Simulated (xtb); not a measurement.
**GFN1-xTB run of C2H6GeNP (SMILES N#C[CH2][GeH2][PH2])**

Wanted: a structure relaxation of C2H6GeNP. 

The results are computed with xtb 6.7.1.

1 further run of the same task is left out (set aside as unsound or not needed).

## (1) The molecule

C2H6GeNP has 11 atoms, charge 0, and is taken as a singlet. SMILES: `N#C[CH2][GeH2][PH2]`. All atoms were displaced at random from a relaxed shape. The run starts from this shape.

Bond lengths: N1–C2 1.260 Å, C2–C3 1.360 Å, C3–Ge4 2.103 Å, Ge4–P5 2.332 Å, C3–H6 1.021 Å, C3–H7 0.988 Å, Ge4–H8 1.520 Å, Ge4–H9 1.473 Å, P5–H10 1.269 Å, P5–H11 1.395 Å. Some angles: N1–C2–C3 172.4°, C2–C3–Ge4 102.6°, C3–Ge4–P5 113.8°, C2–C3–H6 102.3°, C2–C3–H7 121.1°, Ge4–C3–H6 100.3°, Ge4–C3–H7 107.0°, C3–Ge4–H8 107.5°, C3–Ge4–H9 107.6°, P5–Ge4–H8 117.0°.

## (2) A structure relaxation at GFN1-xTB

The input, input.inp:

```
$opt
   engine=rf
$end
```

The input, mol.xyz:

```xyz
11
C2H6GeNP
N      1.865120    -1.909720    -0.304100
C      1.395860    -0.898520     0.282410
C      0.905630     0.097650     1.068210
Ge    -1.068190     0.300400     0.372810
P     -1.249100     0.325530    -1.951950
H      1.331570     0.929740     0.656350
H      0.856490    -0.004550     2.049580
H     -1.922230    -0.710800     1.120970
H     -1.593260     1.577120     0.885840
H     -0.301160     1.126550    -2.218380
H     -0.442360    -0.806430    -2.065660
```

Run with:

```console
$ xtb mol.xyz -o normal --gfn1 -I input.inp --uhf 0 --parallel 1 | tee xtb.out
```

What values should one expect? Wanted: total energy at the end; dipole moment; HOMO energy; LUMO energy; HOMO–LUMO gap; dispersion energy.

Answer, from the run:

Level: GFN1-xTB.

| quantity | value |
| --- | --- |
| total energy at the end | -14.93157 Eh |
| dipole moment | 3.37 D |
| HOMO energy | -11.85 eV |
| LUMO energy | -6.26 eV |
| HOMO–LUMO gap | 5.59 eV |
| dispersion energy | -12.30 kJ/mol |

In words: At the final geometry: Bond lengths: N1–C2 1.149 Å, C2–C3 1.440 Å, C3–Ge4 2.001 Å, Ge4–P5 2.270 Å, C3–H6 1.094 Å, C3–H7 1.091 Å, Ge4–H8 1.489 Å, Ge4–H9 1.493 Å, P5–H10 1.397 Å, P5–H11 1.395 Å. Some angles: N1–C2–C3 173.3°, C2–C3–Ge4 105.6°, C3–Ge4–P5 112.8°, C2–C3–H6 110.1°, C2–C3–H7 110.3°, Ge4–C3–H6 110.3°, Ge4–C3–H7 112.7°, C3–Ge4–H8 107.4°, C3–Ge4–H9 106.8°, P5–Ge4–H8 112.4°. The optimisation took 18 steps and changed the energy by -1.512 eV. Mulliken charges run from -0.33 on N1 to +0.21 on C2.
